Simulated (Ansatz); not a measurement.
# CH₆OSSi₂: up Jacob's ladder to CCSD(T)

One table from this session's results is given with a row withheld; the runs are named, their logs left out.

Program: Ansatz 0.2.0, Gaussian basis. Level of theory: functionals in def2-TZVPP, the program's frozen cores in correlated methods. These are calculated values, not measurements.

Levels to be run: PBE-D4, r2SCAN-D4, PBE0-D4, B3LYP-D4, ωB97X-V, ωB97M-V, B2PLYP; CCSD(T)/def2-TZVPP; MP2/def2-QZVPP; extrapolation to the limit.

### The geometry

All runs share one geometry, relaxed beforehand with PBE0-D4 in a triple-zeta def2 set.

SMILES `SC1O[SiH2][SiH2]1`, 11 atoms, charge 0, spin multiplicity 1.

Atoms are counted from 1 here; the program's logs count them from 0.

Bond lengths: S1–C2 1.799 Å, S1–H6 1.346 Å, C2–O3 1.436 Å, C2–Si5 1.938 Å, C2–H7 1.091 Å, O3–Si4 1.680 Å, Si4–Si5 2.321 Å, Si4–H8 1.486 Å, Si4–H9 1.487 Å, Si5–H10 1.486 Å, Si5–H11 1.485 Å. Angles: C2–S1–H6 97.3°, S1–C2–O3 113.7°, S1–C2–Si5 109.8°, S1–C2–H7 109.2°, O3–C2–Si5 100.7°, O3–C2–H7 108.3°, Si5–C2–H7 115.0°, C2–O3–Si4 106.9°, O3–Si4–Si5 80.0°, O3–Si4–H8 111.0°, O3–Si4–H9 113.2°, Si5–Si4–H8 121.4°, Si5–Si4–H9 119.8°, H8–Si4–H9 108.1°, C2–Si5–Si4 71.5°, C2–Si5–H10 113.0°, C2–Si5–H11 115.0°, Si4–Si5–H10 118.8° and more.

Geometry (Å):

```
S    -0.6167    2.2010   -0.1743
C     0.4321    0.8049    0.2604
O    -0.1215   -0.0363    1.2846
Si   -0.6022   -1.4626    0.5382
Si    0.5148   -0.4411   -1.2216
H    -0.5572    2.8363    1.0105
H     1.3981    1.1759    0.6064
H    -0.0335   -2.6468    1.2337
H    -2.0794   -1.6246    0.4805
H     1.9011   -0.8740   -1.5384
H    -0.1701    0.0104   -2.4598
```

Set-up of the first run:

Contents of in.yaml:

```yaml
crystal:
  periodic: [false, false, false]
  atoms:
    - {symbol: S, position_ang: [-0.616698, 2.200982, -0.174309]}
    - {symbol: C, position_ang: [0.432084, 0.804938, 0.260406]}
    - {symbol: O, position_ang: [-0.121510, -0.036297, 1.284639]}
    - {symbol: Si, position_ang: [-0.602213, -1.462620, 0.538228]}
    - {symbol: Si, position_ang: [0.514787, -0.441129, -1.221586]}
    - {symbol: H, position_ang: [-0.557167, 2.836262, 1.010535]}
    - {symbol: H, position_ang: [1.398054, 1.175901, 0.606384]}
    - {symbol: H, position_ang: [-0.033492, -2.646844, 1.233686]}
    - {symbol: H, position_ang: [-2.079424, -1.624603, 0.480534]}
    - {symbol: H, position_ang: [1.901082, -0.874008, -1.538353]}
    - {symbol: H, position_ang: [-0.170104, 0.010419, -2.459765]}
basis:
  gaussian: {orbitals: def2-TZVPP}
hamiltonian: {xc: pbe, dispersion: d4}
output: {forces: true, orbitals: {seedname: orbitals}}
```

Command:

```console
$ ansatz run in.yaml --threads 4 --pin off --events-out ev --progress --plain --max-ram 10444MiB
```

Among the steps run: PBE-D4 (GGA); r2SCAN-D4 (meta-GGA); PBE0-D4 (hybrid); B3LYP-D4 (hybrid); ωB97X-V (range-separated); ωB97M-V (range-separated); B2PLYP (double hybrid); CCSD(T) in def2-TZVPP; MP2 in def2-QZVPP.

One table of the session follows, with a row left open; its other results are not shown here.

```
            method  atomisation energy (kcal/mol)
            PBE-D4                          885.0
         r2SCAN-D4                          876.3
           PBE0-D4                          870.7
          B3LYP-D4                          869.7
           ωB97X-V                              ?
           ωB97M-V                          877.2
            B2PLYP                          858.2
     HF/def2-TZVPP                          617.7
    MP2/def2-TZVPP                          858.5
   CCSD/def2-TZVPP                          832.6
CCSD(T)/def2-TZVPP                          847.4
           MP2/CBS                          885.8
       CCSD(T)/CBS                          874.8
```

Q: Estimate the row for ωB97X-V from the others.

As computed: atomisation energy (kcal/mol): 881.9. In the column «atomisation energy (kcal/mol)» it lies between ωB97M-V (877.2) and PBE-D4 (885.0).
